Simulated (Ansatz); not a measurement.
# C2H4Ge: the cost of one run

The runs use Ansatz 0.2.0, Gaussian basis; the settings change from run to run.

## (1) The geometry

An earlier PBE0-D4 in a triple-zeta def2 set relaxation fixed the geometry.

SMILES `[CH]1=[CH][GeH2]1`, 7 atoms, charge 0, spin multiplicity 1.

Atoms are counted from 1 here; the program's logs count them from 0.

Bond lengths: C1–C2 1.320 Å, C1–Ge3 1.911 Å, C1–H4 1.084 Å, C2–Ge3 1.911 Å, C2–H5 1.084 Å, Ge3–H6 1.530 Å, Ge3–H7 1.530 Å. Angles: C2–C1–Ge3 69.8°, C2–C1–H4 137.4°, Ge3–C1–H4 152.8°, C1–C2–Ge3 69.8°, C1–C2–H5 137.4°, Ge3–C2–H5 152.8°, C1–Ge3–C2 40.4°, C1–Ge3–H6 120.1°, C1–Ge3–H7 120.1°, C2–Ge3–H6 120.1°, C2–Ge3–H7 120.1°, H6–Ge3–H7 115.3°.

Geometry (Å):

```mol
C2H4Ge
  3D, bonds by distance, orders not assigned

  7  7  0  0  0  0  0  0  0  0999 V2000
   -0.8028   -0.5866   -0.2764 C   0  0
    0.0741    0.0449   -1.0346 C   0  0
    0.4795    0.3197    0.8123 Ge  0  0
   -1.6779   -1.2098   -0.4183 H   0  0
    0.2591    0.1852   -2.0931 H   0  0
    0.1140    1.6414    1.4904 H   0  0
    1.6153   -0.4628    1.4741 H   0  0
  1  2  8  0
  2  3  8  0
  1  4  8  0
  2  5  8  0
  3  6  8  0
  3  7  8  0
  1  3  8  0
M  END
```

## (2) B97M-V/x2c-TZVPPall

Options: high accuracy.

File in.yaml:

```yaml
crystal:
  periodic: [false, false, false]
  atoms:
    - {symbol: C, position_ang: [-0.802782, -0.586621, -0.276414]}
    - {symbol: C, position_ang: [0.074109, 0.044900, -1.034634]}
    - {symbol: Ge, position_ang: [0.479495, 0.319734, 0.812278]}
    - {symbol: H, position_ang: [-1.677853, -1.209770, -0.418346]}
    - {symbol: H, position_ang: [0.259054, 0.185163, -2.093089]}
    - {symbol: H, position_ang: [0.114027, 1.641390, 1.490448]}
    - {symbol: H, position_ang: [1.615251, -0.462797, 1.474058]}
basis:
  gaussian: {orbitals: x2c-TZVPPall}
hamiltonian: {xc: {name: B97M-V}}
accuracy: high
```

On the command line:

```console
$ ansatz run in.yaml --threads 2 --pin off --events-out ev --progress --plain --max-ram 4352MiB
```

What time and memory should one allow on 2 threads of Intel Xeon 6975P-C, shared host?

About 22 s, with a peak of 0.8 GiB.
